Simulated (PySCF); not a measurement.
**The bond of KBr, level by level**

One table from this session's results is given with a row withheld; the runs are named, their logs left out.

Method: K def2-TZVPP, Br def2-TZVPP, no relativity; program: PySCF 2.14.0.

Set-up of the first run:

Settings of the job:

* atoms: K, Br
* charge: 0
* basis: K def2-TZVPP, Br def2-TZVPP
* Hamiltonian: no relativity
* basis functions: 81
* electrons treated: 54
* masses in u: 38.9637, 78.9183
* levels: PBE0, PBE, r²SCAN, BHandHLYP, M06-L, TPSSh, r²SCAN0, HSE06, HF, MP2, SCS-MP2, CCSD, CCSD(T)
* grid: 80 radial by 434 angular points
* occupations: held fixed by the projection of orbital angular momentum
* dissociation limit: K + Br, each in its ground configuration
* starting distance in angstrom: 3.060
* values of 2S to try: 0, 2

Started as:

```
OMP_NUM_THREADS=1 python dia.py task.json out
```

Steps of the session up to this table: The job; The PBE0 curve of the state that the search chose; Higher solutions at PBE0; PBE (GGA); r²SCAN; BHandHLYP (global hybrid GGA); M06-L; TPSSh; r²SCAN0 (hybrid meta-GGA); HSE06; RHF; MP2 and coupled cluster.

One table of the session follows, with a row left open; its other results are not shown here.

Energy (eV) from each level's lowest point:

| R (Å) | RHF | RHF-MP2 | RHF-SCS-MP2 | RHF-CCSD | RHF-CCSD(T) |
| --- | --- | --- | --- | --- | --- |
| 2.458 | 0.768 | 0.628 | 0.658 | n/a | n/a |
| 2.572 | 0.375 | 0.282 | 0.301 | 0.303 | 0.299 |
| 2.687 | 0.146 | 0.092 | 0.103 | 0.103 | 0.101 |
| 2.772 | 0.052 | 0.023 | 0.028 | 0.028 | 0.027 |
| 2.858 | 0.007 | 0.000 | 0.000 | 0.000 | 0.000 |
| 2.944 | ? | ? | ? | ? | ? |
| 3.058 | 0.033 | 0.066 | 0.057 | 0.057 | 0.059 |
| 3.201 | 0.120 | 0.175 | 0.161 | 0.161 | 0.164 |
| 3.372 | 0.264 | 0.340 | 0.321 | 0.321 | 0.326 |
| 3.601 | 0.487 | 0.582 | 0.560 | n/a | n/a |

**Question.** Estimate the row for R (Å) = 2.944.

Worked estimate for «RHF». A straight line through the neighbours (2.858, 0.007) and (3.058, 0.033) gives 0.007 + (0.033 − 0.007) × (2.944 − 2.858) / (3.058 − 2.858) = 0.018; a parabola fitted to 4 rows on both sides gives 0.003.

As computed: RHF: 0.000; RHF-MP2: 0.012; RHF-SCS-MP2: 0.007; RHF-CCSD: 0.007; RHF-CCSD(T): 0.008. In «RHF» the line misses by +0.018 and the parabola by +0.003.
